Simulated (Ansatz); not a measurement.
# TiN: a surface, (100), 4 layers

What do the surfaces of TiN (100), 4 layers cost, and how tightly do they hold an electron? The runs shown use PAW. Its runs: bulk cell relaxed (PAW); bulk in the slab's orientation (PAW); the reference run (PAW); atoms relaxed (PAW); vacuum of 7 Å (PAW).

Program: Ansatz 0.2.0. Level of theory: DFT, PBE, PAW with Ansatz's default frozen-core files, scalar-relativistic. These are calculated values, not measurements.

### Step 1. The structure to begin with

It takes space group Fm-3m (No. 225, cubic). The conventional cell has a = 4.309 Å, b = 4.309 Å, c = 4.309 Å, α = 90.00°, β = 90.00°, γ = 90.00°. Ti (site symmetry m-3m) has 6 N at 2.15 Å as nearest neighbours. N (site symmetry m-3m) is surrounded by 6 Ti at 2.15 Å.

Structure file:

```
Ti N
1.0
     0.00000    2.15443    2.15443
     2.15443    0.00000    2.15443
     2.15443    2.15443    0.00000
Ti N
1 1
Direct
  0.00000 0.00000 0.00000
  0.50000 0.50000 0.50000
```

Atoms are numbered in the order of the input: Ti1, N2.

### Step 2. Bulk cell relaxed, PAW

File input.yaml:

```yaml
crystal:
  lattice:
    - [0.0, 2.15443469, 2.15443469]
    - [2.15443469, 0.0, 2.15443469]
    - [2.15443469, 2.15443469, 0.0]
  atoms:
    - { symbol: Ti, position: [0.0, 0.0, 0.0] }
    - { symbol: "N", position: [0.5, 0.5, 0.5] }
kpoints:
  mp_grid: { grid: [17, 17, 17] }
scf:
  occupations: { method: fermi_dirac, width: 0.08 }
hamiltonian:
  xc: pbe
  pseudopotentials: { kind: paw }
output:
  forces: true
  stress: true
relax:
  f_tol: 0.005
  max_steps: 40
  cell: {}
```

Run with:

```console
$ ansatz run input.yaml --threads 3 --pin off --max-ram 8192MiB --backend cpu --events-out ev --progress --plain --runs-dir out
```

Further steps of the session: Bulk in the slab's orientation, PAW; Slab as cut, PAW; Atoms relaxed, PAW; Vacuum of 7 Å, PAW.

What does the calculation give? Wanted: surface energy; work function; outer layer spacing.

The runs gave:

```
                     quantity          value
surface energy (PAW, relaxed)      1.29 J/m²
 work function (PAW, relaxed)        2.81 eV
    outer layer spacing (PAW)  2.12 → 2.14 Å
```

What this shows: By PAW the surface costs 1.59 J/m² as cut and 1.29 J/m² relaxed. The outermost spacing changes by +0.8 % (PAW). Vacuum of 7 Å moves the work function by -0.16 eV (PAW). Thickness wasn't converged, and no reconstruction was sought. The program warned that the vacuum holds more density than its bound, so energies and levels may be slightly off.
